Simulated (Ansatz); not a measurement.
# Au: the cost of one run

Computed with Ansatz 0.2.0 (DFT PBEsol, scalar-relativistic, plane waves, PAW, unless a step's input says otherwise).

## Step 1: The system as given

The structure is cubic, space group Im-3m (No. 229). Conventional cell: a = 3.315 Å, b = 3.315 Å, c = 3.315 Å, α = 90.00°, β = 90.00°, γ = 90.00°. Around Au (site symmetry m-3m) lie 8 Au at 2.87 Å.

As a file:

```
Au
1.0
    -1.65727    1.65727    1.65727
     1.65727   -1.65727    1.65727
     1.65727    1.65727   -1.65727
Au
1
Direct
  0.00000 0.00000 0.00000
```

This is candidate A: structure listed in a database for this formula (Im-3m, No. 229).

(A quick probe on a coarse mesh, which set the mesh and smearing, is not shown.)

## Step 3: Coarse relaxation (candidate A)

input.yaml

```yaml
crystal:
  lattice:
    - [-1.657269, 1.657269, 1.657269]
    - [1.657269, -1.657269, 1.657269]
    - [1.657269, 1.657269, -1.657269]
  atoms:
    - { symbol: Au, position: [0.0, 0.0, 0.0] }
basis:
  ecutwfc: 420
kpoints:
  mp_grid: { grid: [8, 8, 8] }
hamiltonian:
  xc: pbesol
scf:
  occupations: { method: gaussian, width: 0.1 }
  lower_state_search: "off"
output:
  forces: true
  stress: true
  eigenvalues: true
relax:
  adjacent_minimum: "off"
  f_tol: 0.04
  max_steps: 70
  cell: { stress_tol: 0.4 }
```

**Question.** How long does this run take on 1 thread of an x86-64 CPU, shared host, and how much memory does it need?

About 1.6 s, with a peak of 0.34 GiB.
